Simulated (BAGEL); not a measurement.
# HF/def2-SVPD (density fitting with qzvpp-jkfit) run of GaBH4O (SMILES O[BH][GaH2])

Aim: the energy change on altering one bond length of GaBH4O at HF/def2-SVPD (density fitting with qzvpp-jkfit), from 2 runs. 

Program for the calculation: BAGEL 1.2.2.

10 further runs of the same task are left out: 9 that didn't finish, 1 set aside as unsound or not needed.

## Step 1: Starting point

GaBH4O has 7 atoms, charge 0, and is taken as a singlet. As SMILES, `O[BH][GaH2]`. The shape comes from GFN2-xTB, which is rough for such elements, and wasn't checked as a minimum. This is one conformer, not always the lowest.

Bond lengths: O1–B2 1.331 Å, B2–Ga3 2.100 Å, O1–H4 0.963 Å, B2–H5 1.182 Å, Ga3–H6 1.603 Å, Ga3–H7 1.623 Å. Angles: O1–B2–Ga3 94.9°, O1–B2–H5 122.7°, Ga3–B2–H5 142.4°, B2–O1–H4 122.6°, B2–Ga3–H6 113.7°, B2–Ga3–H7 138.3°, H6–Ga3–H7 107.9°.

## Step 2: A single-point energy at HF/def2-SVPD (density fitting with qzvpp-jkfit)

Contents of job.json:

```json
{ "bagel": [

{
  "title": "molecule",
  "basis": "def2-svpd.json",
  "df_basis": "qzvpp-jkfit",
  "angstrom": "true",
  "geometry": [
    { "atom": "O", "xyz": [      -1.281690,       0.100570,      -0.442530 ] },
    { "atom": "B", "xyz": [      -0.125250,      -0.406640,      -0.862950 ] },
    { "atom": "Ga", "xyz": [       0.958210,       0.184250,       0.836190 ] },
    { "atom": "H", "xyz": [      -2.092440,       0.040040,      -0.958640 ] },
    { "atom": "H", "xyz": [      -0.012120,      -0.966860,      -1.897040 ] },
    { "atom": "H", "xyz": [       0.086270,       0.997300,       1.907020 ] },
    { "atom": "H", "xyz": [       2.467020,       0.051340,       1.417950 ] }
  ]
},

{
  "title": "hf"
},

{
  "title": "print",
  "file": "orbitals.molden",
  "orbitals": "true"
}

]}
```

The basis set def2-SVPD is read from a file made from the Basis Set Exchange's data (not shown).

Started as:

```console
$ BAGEL_NUM_THREADS=1 BAGEL job.json > job.out
```

What it wrote:

```text
* using 1 threads per process

  ===============================================================
  ===============================================================

  *** Geometry ***

  { "atom" : "O", "xyz" : [     -2.422043,      0.190050,     -0.836261 ] },
  { "atom" : "B", "xyz" : [     -0.236688,     -0.768438,     -1.630739 ] },
  { "atom" : "Ga", "xyz" : [      1.810754,      0.348182,      1.580170 ] },
  { "atom" : "H", "xyz" : [     -3.954139,      0.075665,     -1.811567 ] },
  { "atom" : "H", "xyz" : [     -0.022903,     -1.827101,     -3.584886 ] },
  { "atom" : "H", "xyz" : [      0.163027,      1.884624,      3.603746 ] },
  { "atom" : "H", "xyz" : [      4.661992,      0.097019,      2.679537 ] },

  Number of auxiliary basis functions:      490

  Since a DF basis is specified, we compute 2- and 3-index integrals:
    o Being stored without compression. Storage requirement is 0.050 GB

  Number of basis functions:      113
  Number of electrons      :       48

    * METHOD: MOLECULE                             0.41

  *** RHF ***

  === Nuclear Repulsion ===
   150.9249926793

      * DIIS with orbital gradients will be used.

  === RHF iteration (def2-svpd.json) ===
      0      -2024.58109718          0.01868417           0.12
      1      -2024.70218612          0.01458019           0.12
      2      -2024.79383036          0.00134980           0.12
      3      -2024.79541765          0.00027724           0.14
      4      -2024.79546939          0.00009171           0.12
      5      -2024.79547483          0.00003286           0.11
      6      -2024.79547555          0.00000984           0.11
      7      -2024.79547565          0.00000273           0.11
      8      -2024.79547565          0.00000107           0.11
      9      -2024.79547566          0.00000028           0.11
     10      -2024.79547566          0.00000010           0.11
     11      -2024.79547566          0.00000004           0.11
     12      -2024.79547566          0.00000002           0.13
     13      -2024.79547566          0.00000001           0.13
    * SCF iteration converged.

    * Permanent dipole moment:
           (    0.771831,     0.304293,     0.980006) a.u.

    * METHOD: HF                                   2.02

    * METHOD: PRINT                                0.03

  ===============================================================
```

Run time: 2.7 s. Hardware: 1 thread of Intel Xeon Platinum 8259CL at 2.50GHz (Skylake/Cascade Lake), shared host; peak memory 0.16 GiB.

## Step 3: The distorted shape at the same level

Contents of input.json:

```json
{ "bagel" : [

{
  "title" : "molecule",
  "basis" : "def2-svpd.json",
  "df_basis" : "qzvpp-jkfit",
  "angstrom" : true,
  "geometry" : [
    { "atom" : "O", "xyz" : [   -1.020081,   -0.143370,   -0.763812 ] },
    { "atom" : "B", "xyz" : [    0.136359,   -0.650580,   -1.184232 ] },
    { "atom" : "Ga", "xyz" : [    1.219819,   -0.059690,    0.514908 ] },
    { "atom" : "H", "xyz" : [   -1.830831,   -0.203900,   -1.279922 ] },
    { "atom" : "H", "xyz" : [    0.249489,   -1.210800,   -2.218322 ] },
    { "atom" : "H", "xyz" : [    0.086270,    0.997300,    1.907020 ] },
    { "atom" : "H", "xyz" : [    2.728629,   -0.192600,    1.096668 ] }
  ]
},
{
  "title" : "hf"
},
{
  "title" : "print",
  "file" : "orbitals.molden",
  "orbitals" : true
}

]}
```

The basis set def2-SVPD is read from a file made from the Basis Set Exchange's data (not shown).

Started as:

```console
$ BAGEL_NUM_THREADS=1 BAGEL input.json > input.out
```

What it wrote:

```text
* using 1 threads per process

  ===============================================================
  ===============================================================

  *** Geometry ***

  { "atom" : "O", "xyz" : [     -1.927674,     -0.270930,     -1.443395 ] },
  { "atom" : "B", "xyz" : [      0.257681,     -1.229418,     -2.237874 ] },
  { "atom" : "Ga", "xyz" : [      2.305124,     -0.112798,      0.973035 ] },
  { "atom" : "H", "xyz" : [     -3.459769,     -0.385315,     -2.418702 ] },
  { "atom" : "H", "xyz" : [      0.471466,     -2.288080,     -4.192021 ] },
  { "atom" : "H", "xyz" : [      0.163027,      1.884624,      3.603746 ] },
  { "atom" : "H", "xyz" : [      5.156362,     -0.363961,      2.072402 ] },

  Number of auxiliary basis functions:      490

  Since a DF basis is specified, we compute 2- and 3-index integrals:
    o Being stored without compression. Storage requirement is 0.050 GB

  Number of basis functions:      113
  Number of electrons      :       48

    * METHOD: MOLECULE                             0.40

  *** RHF ***

  === Nuclear Repulsion ===
   148.3068347853

      * DIIS with orbital gradients will be used.

  === RHF iteration (def2-svpd.json) ===
      0      -2024.54251929          0.01866328           0.12
      1      -2024.66535261          0.01464015           0.11
      2      -2024.75865854          0.00135538           0.11
      3      -2024.76038428          0.00029057           0.14
      4      -2024.76044448          0.00010283           0.12
      5      -2024.76045158          0.00003256           0.12
      6      -2024.76045234          0.00000961           0.11
      7      -2024.76045243          0.00000271           0.11
      8      -2024.76045244          0.00000110           0.12
      9      -2024.76045244          0.00000034           0.11
     10      -2024.76045244          0.00000010           0.12
     11      -2024.76045244          0.00000005           0.12
     12      -2024.76045244          0.00000001           0.14
     13      -2024.76045244          0.00000001           0.12
    * SCF iteration converged.

    * Permanent dipole moment:
           (    0.491686,     0.600131,     1.386107) a.u.

    * METHOD: HF                                   2.04

    * METHOD: PRINT                                0.03

  ===============================================================
```

It took 2.8 s on 1 thread of Intel Xeon Platinum 8259CL at 2.50GHz (Skylake/Cascade Lake), shared host; peak memory 0.16 GiB.

## Step 4: What came out

At HF/def2-SVPD (density fitting with qzvpp-jkfit):

```
                                                          quantity           value
                                         first shape: total energy  -2024.79548 Eh
                                        first shape: dipole moment          3.26 D
                                          first shape: HOMO energy        -9.86 eV
                                          first shape: LUMO energy         0.87 eV
                                        first shape: HOMO–LUMO gap        10.73 eV
                                     distorted shape: total energy  -2024.76045 Eh
                                    distorted shape: dipole moment          4.04 D
                                      distorted shape: HOMO energy        -9.29 eV
                                      distorted shape: LUMO energy         0.65 eV
                                    distorted shape: HOMO–LUMO gap         9.93 eV
energy change with the Ga3–H6 bond stretched from 1.603 to 2.083 Å        0.953 eV
```

**Reading.** With the Ga3–H6 bond stretched from 1.603 to 2.083 Å the energy rises by 0.95 eV (22.0 kcal/mol). The first shape isn't relaxed at this level, so the change isn't measured from a minimum.
